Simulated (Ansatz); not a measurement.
# ZrH (quartet): the correlation ladder at distance Zr1–H2 = 6.205 Å, def2-TZVP

How much of the correlation energy of ZrH (quartet) does each wave-function method recover here?

Method: def2-TZVP, core rule «outside noble gas», up to 4 orbitals frozen; program: Ansatz 0.2.0, Gaussian basis.

Plan: UHF; CCSD(T) on ROHF; CCSD(T) on UHF; CISD as a restricted active space (open shells left free, so some higher excitations enter); CCSDT(Q) on ROHF; CCSDT(Q) on UHF; CASSCF and MRCISD+Q, 5 electrons in 5 orbitals; CASSCF and NEVPT2, 5 electrons in 5 orbitals; Full CI.

38 further runs of the same task are left out: 21 for a known fault of the program, 9 that didn't finish, 8 set aside as unsound or not needed. Runs told in other sessions of the task aren't counted.

## 1. What is computed

The geometry derives from a PBE0/def2-TZVP stationary point (not a proven minimum). One bond is set to the value named and the two fragments are kept rigid. No spin-orbit coupling is included. Elements past krypton take def2 core potentials.

2 atoms, charge 0, spin multiplicity 4.

Atoms are counted from 1 here; the program's logs count them from 0.

No contacts short enough for the rule that draws bonds.

## 2. UHF

The input, in.yaml:

```yaml
crystal:
  periodic: [false, false, false]
  atoms:
    - {symbol: Zr, position_ang: [0.000000, 0.000000, 0.000000]}
    - {symbol: H, position_ang: [0.000000, 0.000000, 6.205000]}
basis:
  gaussian: {orbitals: def2-TZVP}
magnetization: {spin_polarized: true, initial_magnetization: 3}
hamiltonian: {xc: hf}
output: {orbitals: {seedname: orbitals}}
```

Run with:

```bash
$ ansatz run in.yaml --threads 1 --pin off --events-out ev --progress --plain --max-ram 2393MiB
```

The runs that follow: CCSD(T) on ROHF; CCSD(T) on UHF; CISD as a restricted active space (open shells left free, so some higher excitations enter); CCSDT(Q) on ROHF; CCSDT(Q) on UHF; CASSCF and MRCISD+Q, 5 electrons in 5 orbitals; CASSCF and NEVPT2, 5 electrons in 5 orbitals; Full CI.

Q: Predict the results of all the runs planned. Wanted: FCI from the RHF energy; RMP2 from FCI; UMP2 from FCI; RCCSD from FCI; RCCSD(T) from FCI; UCCSD(T) from FCI; RCCSDT(Q) from FCI; UCCSDT(Q) from FCI; NEVPT2 pair from FCI.

As calculated:

| quantity | value |
| --- | --- |
| FCI from the ROHF energy | -1.5572 eV |
| RMP2 from FCI | +10.81 kcal/mol |
| UMP2 from FCI | +8.95 kcal/mol |
| RCCSD from FCI | +2.24 kcal/mol |
| RCCSD(T) from FCI | +0.79 kcal/mol |
| UCCSD(T) from FCI | -1.10 kcal/mol |
| RCCSDT(Q) from FCI | +0.01 kcal/mol |
| UCCSDT(Q) from FCI | -1.85 kcal/mol |
| NEVPT2 pair from FCI | +12.59 kcal/mol |
| MRCISD+Q pair from FCI | +0.50 kcal/mol |
| levels within 1 kcal/mol (43 meV) | UCCSD, RCCSD(T), RCCSDT, RCCSDT(Q), MRCISD+Q pair |
| T1 diagnostic | 0.021 |
| effectively unpaired electrons | 3.14 |

In words: RCCSD(T) misses by +0.79 kcal/mol, 2.2 % of the correlation energy. UCCSD(T), UCCSDT, UCCSDT(Q) lie below full CI because they start from a spin-mixed determinant and fall towards a lower state of higher spin; theirs is another state, not a better answer. One determinant dominates. Of the multireference levels listed MRCISD+Q pair comes nearest in total energy (+0.50 kcal/mol), which doesn't show that its space is the better one. Coupled cluster took another determinant than the lowest Hartree-Fock one. These misses are within one basis, not against nature; the frozen cores of restricted and unrestricted runs differ, which can shift their rows.

Levels on UHF freeze UHF's core orbitals, full CI those of ROHF, so the U rows can settle a little off it for that reason alone.

With open shells the CI space here admits some higher excitations, so it is larger than plain CISD.
